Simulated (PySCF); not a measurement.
# (H3Sn)2O: geometry, NMR shifts and electronic excitations

What NMR shifts and electronic excitations should (H3Sn)2O show?

Computed with PySCF 2.14.0, with density-fitted response routines of our own, on a single molecule in the gas phase. Atoms are numbered from 0 throughout.

## 1. Starting geometry

9 atoms, charge 0, multiplicity 1; geometry from: GFN2-xTB. The atoms were then displaced at random by about 0.03 Å, so the start is not that level's minimum.

Bonds of the start (Å): Sn0–H1 1.75, Sn0–H2 1.62, Sn0–H3 1.74, Sn0–O4 1.87, O4–Sn5 1.87, Sn5–H6 1.64, Sn5–H7 1.71, Sn5–H8 1.59.

## 2. Optimising the geometry at PBE0-D3(BJ)/def2-SVP

Job settings and geometry (Å):

```
{"job": {"xc": "PBE0", "basis": "def2-SVP", "d3": "d3bj", "grid": 1, "maxiter": 40, "shake": 0.03, "kind": "geom"}, "charge": 0, "multiplicity": 1}
Sn    -0.184960     1.719640     0.512160
H     -1.757920     2.240600    -0.050910
H     -0.232590     1.589110     2.123060
H      1.110500     2.681230    -0.132610
O     -0.004680     0.063410    -0.328720
Sn     0.234280    -1.780370    -0.510700
H     -1.078500    -2.512900     0.144020
H      1.684560    -2.155930     0.305070
H      0.362030    -1.914230    -2.087030
```

Started as:

```bash
OMP_NUM_THREADS=1 python probes_run.py task.json out
```

The driver reads the jobs from task.json and runs them one after another.

What it wrote:

```text
step   0  E = -507.22519643  max force = 0.052476
step   1  E = -507.24401638  max force = 0.012466
step   2  E = -507.24593622  max force = 0.003390
step   3  E = -507.24623062  max force = 0.002988
step   4  E = -507.24651595  max force = 0.002858
step   5  E = -507.24728699  max force = 0.003945
step   6  E = -507.24764965  max force = 0.003500
step   7  E = -507.24795888  max force = 0.000969
step   8  E = -507.24800441  max force = 0.000367
step   9  E = -507.24801018  max force = 0.000233
optimisation converged
```

Wall time 41 s (1 thread of Arm Neoverse V2, shared host); peak memory 0.39 GiB.

The steps of the relaxation:

```
step  energy from step 0 (eV)  largest force component (eV/Å)
   0                   0.0000                          2.6984
   1                  -0.5121                          0.6410
   2                  -0.5644                          0.1743
   3                  -0.5724                          0.1536
   4                  -0.5801                          0.1470
   5                  -0.6011                          0.2029
   6                  -0.6110                          0.1800
   7                  -0.6194                          0.0498
   8                  -0.6206                          0.0189
   9                  -0.6208                          0.0120
```

Distances of close pairs at the start and the end, largest changes first:

```
  bond  before (Å)  after (Å)  change (Å)
Sn5–H8       1.587      1.710      +0.122
Sn0–O4       1.866      1.977      +0.110
O4–Sn5       1.868      1.976      +0.108
Sn0–H2       1.617      1.721      +0.104
Sn5–H6       1.640      1.718      +0.078
Sn0–H1       1.750      1.713      -0.037
Sn0–H3       1.737      1.713      -0.024
Sn5–H7       1.706      1.719      +0.013
```

The final coordinates are the input of the step that follows.

```
                         at the end point                 value
  point group (found at 0.08 Å tolerance)                    C1
rotational constants (GHz, main isotopes)  20.075, 0.615, 0.608
                        dipole moment (D)                  1.15
```

## 3. Shielding tensors: PBE0/def2-TZVP+pcSseg-1

Job settings and geometry (Å):

```
{"job": {"kind": "nmr", "xc": "PBE0", "basis": {"default": "pcSseg-1", "Sn": "def2-TZVP"}}, "charge": 0, "multiplicity": 1}
Sn    -0.236529     1.729248     0.418965
H     -1.772369     2.432575     0.135707
H     -0.098997     1.146616     2.032089
H      1.039823     2.806028     0.035348
O     -0.083681     0.197516    -0.820906
Sn     0.255334    -1.724463    -0.509027
H     -1.113377    -2.394864     0.283105
H      1.660521    -1.877509     0.468656
H      0.481996    -2.384587    -2.069597
```

Method: GIAO PBE0/pcSseg-1 Sn:def2-TZVP NMR shielding, scalar relativity only through core potentials, gas phase.

What it wrote:

```text
coarse grid: 36064 points
cycle   1  E = -504.9355852475  dE = -7.177e+01  |g| = 3.522e+00  |ddm| = 4.409e+01
cycle   2  E = -496.7148020151  dE =  8.221e+00  |g| = 6.198e+00  |ddm| = 2.279e+01
cycle   3  E = -506.1582218076  dE = -9.443e+00  |g| = 2.486e+00  |ddm| = 2.105e+01
cycle   4  E = -507.2738994334  dE = -1.116e+00  |g| = 4.312e-01  |ddm| = 1.275e+00
cycle   5  E = -507.3189283458  dE = -4.503e-02  |g| = 1.376e-01  |ddm| = 5.905e-01
cycle   6  E = -507.3227754154  dE = -3.847e-03  |g| = 3.169e-02  |ddm| = 8.420e-02
cycle   7  E = -507.3229897837  dE = -2.144e-04  |g| = 5.985e-03  |ddm| = 2.870e-02
cycle   8  E = -507.3229953009  dE = -5.517e-06  |g| = 9.677e-04  |ddm| = 4.944e-03
final grid: 71528 points
cycle   9  E = -507.3229932185  dE =  2.886e-07  |g| = 1.647e-03  |ddm| = 2.110e-03
cycle  10  E = -507.3229915461  dE =  1.672e-06  |g| = 3.423e-03  |ddm| = 3.241e-03
cycle  11  E = -507.3229937020  dE = -2.156e-06  |g| = 2.410e-04  |ddm| = 2.173e-03
cycle  12  E = -507.3229937119  dE = -9.865e-09  |g| = 1.199e-05  |ddm| = 2.506e-04
cycle  13  E = -507.3229937119  dE = -2.353e-11  |g| = 2.340e-06  |ddm| = 1.316e-05
converged SCF energy = -507.3229937119

GIAO shielding tensors (ppm)
atom      isotropic    diamagn.    paramagn.     s11        s22        s33       span
  0 Sn         nan         nan         nan        nan        nan        nan        nan
  1 H       25.659      27.187      -1.527     17.868     20.010     39.100     21.232
  2 H       25.664      27.898      -2.235     17.584     21.410     37.997     20.412
  3 H       25.662      27.199      -1.537     17.874     20.039     39.074     21.200
  4 O      372.442     397.337     -24.895    281.283    411.844    424.199    142.915
  5 Sn         nan         nan         nan        nan        nan        nan        nan
  6 H       25.651      27.497      -1.846     17.769     20.568     38.618     20.849
  7 H       25.659      27.612      -1.953     17.721     20.855     38.400     20.679
  8 H       25.683      27.041      -1.358     17.853     19.917     39.278     21.425
```

It took 13 s on 1 thread of Arm Neoverse V2, shared host; peak memory 0.8 GiB.

The references, computed at this level on geometries of the same kind, shield at (ppm): ¹H TMS 31.27, ¹⁷O H2O 334.6. Their shielding less the atom's gives the shift. The references are single molecules in the gas phase, so shifts against H2O, NH3, PH3, H3PO4 or CFCl3 are not on the usual liquid scales and can be off by tens of ppm. Atoms listed in one row are averaged.

```
                 atoms                   environment  σ (ppm)  δ (ppm)
H1, H2, H3, H6, H7, H8  hydrogen on a Sn bonded to O    25.66     5.60
                    O4         oxygen bonded to 2 Sn    372.4    -37.9
```

Atoms past Kr carry core potentials, so their printed shieldings have no meaning and are left out of the table.

The run also stored atomic charges by several schemes (e):

```
   atoms  Mulliken  ESP fit
Sn0, Sn5      0.55     0.54
      O4     -0.80    -0.49
```

Mayer bond orders: Sn0–O4 0.89, O4–Sn5 0.89.

With diffuse functions Mulliken charges and Mayer bond orders lose their meaning; the other schemes are steadier.

Orbitals, density, ELF and potential are computed afterwards from the orbital file.

Frontier orbitals at PBE0/def2-TZVP+pcSseg-1, with the share of their density that lies nearest to each atom:

```
orbital  energy (eV)                                                      lies on
   HOMO        -7.80        O4 64 %; H3, H6 about 9 % each; H1, H7 about 7 % each
   LUMO        -0.98  O4 22 %; Sn0, Sn5 about 12 % each; 6 H atoms about 9 % each
```

ELF in a plane through or near 3 of the atoms.

Values, 10 rows by 14 columns:
```
0.00 0.00 0.00 0.00 0.00 0.00 0.00 0.00 0.00 0.00 0.00 0.00 0.00 0.00
0.00 0.00 0.00 0.00 0.00 0.00 0.00 0.00 0.00 0.01 0.06 0.00 0.00 0.00
0.00 0.00 0.00 0.01 0.01 0.01 0.00 0.00 0.03 0.96 1.00 0.93 0.01 0.00
0.00 0.00 0.16 0.37 0.29 0.09 0.12 0.29 0.06 0.95 1.00 1.00 0.16 0.00
0.00 0.07 0.86 0.93 0.28 0.19 0.65 0.84 0.27 0.23 0.56 0.47 0.02 0.00
0.00 0.06 0.77 0.81 0.26 0.30 0.72 0.51 0.29 0.50 0.25 0.23 0.01 0.00
0.00 0.00 0.06 0.25 0.29 0.16 0.33 0.61 0.17 0.58 1.00 0.99 0.20 0.00
0.00 0.00 0.00 0.09 0.35 0.16 0.01 0.02 0.03 0.97 1.00 1.00 0.10 0.00
0.00 0.00 0.00 0.01 0.05 0.02 0.00 0.00 0.00 0.29 0.69 0.20 0.00 0.00
0.00 0.00 0.00 0.00 0.00 0.00 0.00 0.00 0.00 0.00 0.00 0.00 0.00 0.00
```
The map spans 10.9 Å across and 8.3 Å up, centred on the molecule. Atoms in the plane (x, y in Å): H1 (2.6, -1.4), H3 (2.6, 1.5), O4 (0.0, 0.0).

On the surface of density 0.002 e/bohr³ the electrostatic potential runs, from the 1st to the 99th percentile, from -1.48 V near O4 to 1.66 V near Sn0.

## 4. TDDFT and polarisability: CAM-B3LYP/def2-SVPD

Settings changed since step 3:

```diff
@@ -1,2 +1,2 @@
-{"job": {"kind": "nmr", "xc": "PBE0", "basis": {"default": "pcSseg-1", "Sn": "def2-TZVP"}}, "charge": 0, "multiplicity": 1}
+{"job": {"kind": "uv", "xc": "CAM-B3LYP", "basis": "def2-SVPD", "ip": true, "nstates": 10}, "charge": 0, "multiplicity": 1}
 Sn    -0.236529     1.729248     0.418965
```

Level: TDDFT CAM-B3LYP/def2-SVPD, vertical, gas phase, core orbitals frozen in the response.

What it wrote:

```text
coarse grid: 36064 points
cycle   1  E = -505.1224284023  dE = -4.523e+01  |g| = 3.198e+00  |ddm| = 1.321e+01
cycle   2  E = -499.9045053466  dE =  5.218e+00  |g| = 4.374e+00  |ddm| = 1.190e+02
cycle   3  E = -506.1271711946  dE = -6.223e+00  |g| = 2.265e+00  |ddm| = 1.192e+02
cycle   4  E = -507.1339431718  dE = -1.007e+00  |g| = 6.994e-01  |ddm| = 1.580e+00
cycle   5  E = -507.2688658689  dE = -1.349e-01  |g| = 8.229e-02  |ddm| = 1.637e+00
cycle   6  E = -507.2705705132  dE = -1.705e-03  |g| = 2.254e-02  |ddm| = 1.782e-01
cycle   7  E = -507.2706618879  dE = -9.137e-05  |g| = 6.312e-03  |ddm| = 4.438e-02
cycle   8  E = -507.2706708353  dE = -8.947e-06  |g| = 1.749e-03  |ddm| = 1.154e-02
final grid: 71528 points
cycle   9  E = -507.2706659533  dE =  1.053e-06  |g| = 3.075e-03  |ddm| = 5.845e-03
cycle  10  E = -507.2706620109  dE =  3.942e-06  |g| = 5.506e-03  |ddm| = 1.155e-02
cycle  11  E = -507.2706678141  dE = -5.803e-06  |g| = 5.938e-05  |ddm| = 6.869e-03
cycle  12  E = -507.2706678161  dE = -2.044e-09  |g| = 2.323e-05  |ddm| = 2.138e-04
cycle  13  E = -507.2706678166  dE = -4.967e-10  |g| = 3.186e-06  |ddm| = 1.587e-04
converged SCF energy = -507.2706678166

Static polarisability (au): isotropic 85.183, principal 78.573 79.633 97.343

Singlet excitations
state   eV       nm        f      main configurations
  1   5.5834    222.1   0.01310   H->L 0.94
  2   6.0680    204.3   0.02391   H-1->L 0.93
  3   6.9212    179.1   0.08434   H->L+1 0.95
  4   7.1248    174.0   0.00165   H->L+2 0.50, H-3->L 0.28, H->L+3 0.08
  5   7.1616    173.1   0.02160   H-2->L 0.77, H-1->L+3 0.09
  6   7.2722    170.5   0.09257   H-1->L+1 0.93
  7   7.3743    168.1   0.00178   H->L+2 0.33, H->L+3 0.33, H-3->L 0.25
  8   7.6409    162.3   0.02113   H-1->L+2 0.72, H-2->L+1 0.09
  9   7.7279    160.4   0.01704   H->L+4 0.48, H->L+5 0.16, H->L+3 0.13
 10   7.7921    159.1   0.01794   H->L+4 0.39, H->L+5 0.35

Triplet excitations (Tamm-Dancoff, eV): 5.1086 5.4427 6.4470 6.5597
Vertical ionisation energy (delta-SCF) = 9.7787 eV
Vertical electron affinity (delta-SCF) = -0.5877 eV
```

Wall time 47 s (1 thread of Arm Neoverse V2, shared host); peak memory 0.65 GiB.

The orbitals next to the gap, with their largest atomic shares:

```
orbital      eV                        atoms
 HOMO−3  -10.62  Sn0 22 %, Sn5 21 %, H6 15 %
 HOMO−2  -10.44  Sn5 21 %, Sn0 20 %, H8 20 %
 HOMO−1   -9.51   O4 55 %, H2 11 %, Sn0 11 %
   HOMO   -9.17    O4 58 %, Sn5 9 %, Sn0 9 %
   LUMO   -0.04  Sn0 26 %, Sn5 26 %, O4 15 %
 LUMO+1    0.48   Sn0 30 %, Sn5 28 %, H8 7 %
 LUMO+2    0.84   Sn5 31 %, Sn0 29 %, H2 7 %
```

With each of the 10 states as a Gaussian band of 0.4 eV half-width at 1/e, the curve within the window shown has maxima at 206 nm (ε 1,100), 173 nm (ε 7,200) L/(mol cm). Beyond the last state computed it falls off for lack of states. The curve at chosen wavelengths:

(nm, ε (L/mol/cm)): (153, 1018), (157, 2279), (161, 3747), (164, 4906), (168, 6371), (172, 7177), (176, 6825), (180, 5454), (183, 4129), (187, 2526), (191, 1498), (195, 1083), (199, 1044), (202, 1097), (206, 1138), (210, 1099), (214, 1002), (218, 881), (221, 782), (225, 644), (229, 503), (233, 368), (237, 251), (240, 180), (244, 109), (248, 62)

Leading natural transition orbitals of singlet state 6: the hole lies on O4 62 %; H2 16 %; H7 6 %; the particle on 6 H atoms about 13 % each; Sn0, Sn5 about 8 % each.

Leading natural transition orbitals of singlet state 1: the hole lies on O4 73 %; H3, H6 about 7 % each; the particle on O4 24 %; Sn0, Sn5 about 13 % each; 5 H atoms about 8 % each.

Ground-state properties from the same run:

```
           property  computed
  dipole moment (D)      1.14
polarisability (Å³)     12.62
 HOMO–LUMO gap (eV)      9.13
      −ε(HOMO) (eV)      9.17
```

## 5. NMR shieldings: KT2/def2-TZVP+pcSseg-1

Settings changed since step 4:

```diff
@@ -1,2 +1,2 @@
-{"job": {"kind": "uv", "xc": "CAM-B3LYP", "basis": "def2-SVPD", "ip": true, "nstates": 10}, "charge": 0, "multiplicity": 1}
+{"job": {"kind": "nmr", "xc": "KT2", "basis": {"default": "pcSseg-1", "Sn": "def2-TZVP"}, "pop": false}, "charge": 0, "multiplicity": 1}
 Sn    -0.236529     1.729248     0.418965
```

Level: GIAO KT2/pcSseg-1 Sn:def2-TZVP NMR shielding, scalar relativity only through core potentials, gas phase.

What it wrote:

```text
coarse grid: 36064 points
cycle   1  E = -508.0510839399  dE = -7.073e+01  |g| = 3.822e+00  |ddm| = 4.302e+01
cycle   2  E = -493.7455292630  dE =  1.431e+01  |g| = 8.117e+00  |ddm| = 3.234e+01
cycle   3  E = -509.8150670921  dE = -1.607e+01  |g| = 2.445e+00  |ddm| = 3.050e+01
cycle   4  E = -510.8128196432  dE = -9.978e-01  |g| = 1.003e+00  |ddm| = 2.163e+00
cycle   5  E = -510.9862644774  dE = -1.734e-01  |g| = 2.897e-01  |ddm| = 7.379e-01
cycle   6  E = -510.9974077891  dE = -1.114e-02  |g| = 1.630e-01  |ddm| = 3.212e-01
cycle   7  E = -511.0027093188  dE = -5.302e-03  |g| = 1.251e-02  |ddm| = 1.268e-01
cycle   8  E = -511.0027438683  dE = -3.455e-05  |g| = 4.562e-03  |ddm| = 1.610e-02
cycle   9  E = -511.0027489345  dE = -5.066e-06  |g| = 8.766e-04  |ddm| = 5.006e-03
final grid: 71528 points
cycle  10  E = -511.0027389984  dE =  1.093e-06  |g| = 2.554e-03  |ddm| = 2.660e-03
cycle  11  E = -511.0027274927  dE =  1.151e-05  |g| = 7.986e-03  |ddm| = 7.227e-03
cycle  12  E = -511.0027403111  dE = -1.282e-05  |g| = 2.456e-04  |ddm| = 5.461e-03
cycle  13  E = -511.0027403285  dE = -1.736e-08  |g| = 1.317e-05  |ddm| = 3.190e-04
cycle  14  E = -511.0027403285  dE = -4.047e-11  |g| = 2.114e-06  |ddm| = 2.104e-05
converged SCF energy = -511.0027403285

GIAO shielding tensors (ppm)
atom      isotropic    diamagn.    paramagn.     s11        s22        s33       span
  0 Sn         nan         nan         nan        nan        nan        nan        nan
  1 H       25.372      27.184      -1.812     17.691     19.892     38.532     20.841
  2 H       25.338      27.891      -2.554     17.375     21.212     37.425     20.050
  3 H       25.373      27.197      -1.824     17.691     19.918     38.509     20.818
  4 O      345.963     397.162     -51.199    250.777    384.611    402.502    151.724
  5 Sn         nan         nan         nan        nan        nan        nan        nan
  6 H       25.336      27.506      -2.170     17.546     20.403     38.060     20.514
  7 H       25.340      27.619      -2.280     17.502     20.675     37.841     20.340
  8 H       25.414      27.042      -1.628     17.727     19.807     38.709     20.982
```

Run time: 14 s. Hardware: 1 thread of Arm Neoverse V2, shared host; peak memory 0.73 GiB.

Key values: δ O4 -15.3, H1 5.82 ppm (means over like atoms).

## 6. Run by run: NMR shifts

Shifts (ppm), means over like atoms, with basis size and wall time:

```
                    run    H1     O4  functions  time
PBE0/def2-TZVP+pcSseg-1  5.60  -37.9        147  13 s
 KT2/def2-TZVP+pcSseg-1  5.82  -15.3        147  14 s
```

## 7. Results

```
                                                                        quantity                                             value
                                                                     point group                                                C1
                                            rotational constants (main isotopes)                             20.08, 0.62, 0.61 GHz
¹H shifts against TMS (PBE0/def2-TZVP+pcSseg-1, means over atoms taken as alike)                                          5.60 ppm
                                ¹⁷O shifts against H2O (PBE0/def2-TZVP+pcSseg-1)                                         -37.9 ppm
                                           surface potential, 1st and 99th percentile                                -1.48 V and 1.66 V
                                            lowest singlet (CAM-B3LYP/def2-SVPD)                       5.58 eV (222 nm), f = 0.013
                                        brightest single state of those computed                       state 6, 7.27 eV, f = 0.093
                                                                  lowest triplet                                           5.11 eV
                                               vertical ionisation energy (ΔSCF)                                           9.78 eV
                                               vertical electron affinity (ΔSCF)  -0.59 eV (unbound: the value hangs on the basis)
                                                        range of the shift of O4                                -37.9 to -15.3 ppm
```

In words: The start was shaken at random, so part of the energy gained undoes that. The optimisation took 9 steps and gained 0.621 eV; among the close pairs (by a distance rule), Sn5–H8 changed most, from 1.587 to 1.710 Å. At PBE0/def2-TZVP+pcSseg-1: Shielding is most anisotropic at O4 (span 143 ppm, paramagnetic term -25 ppm). At PBE0/def2-TZVP+pcSseg-1, counted by nearest atom on the grid, the HOMO lies on O4 64 %; H3, H6 about 9 % each, the LUMO on O4 22 %; Sn0, Sn5 about 12 % each. The first singlet state (HOMO→LUMO 0.94) lies at 5.58 eV and is weak; of the 10 states computed, the strongest absorption comes from state 6 at 7.27 eV. The lowest triplet lies 0.47 eV below the lowest singlet (triplets in Tamm-Dancoff, singlets in full TDDFT). Spin-orbit coupling, left out, mixes singlets and triplets in elements this heavy. The orbital energy would give 9.17 eV for ionisation, ΔSCF gives 9.78 eV. Across the 2 runs the shift of O4 moves most, between -37.9 (PBE0/def2-TZVP+pcSseg-1) and -15.3 ppm (KT2/def2-TZVP+pcSseg-1). Spin-orbit coupling is left out, which matters for shieldings and couplings at and beside the heavy atoms.
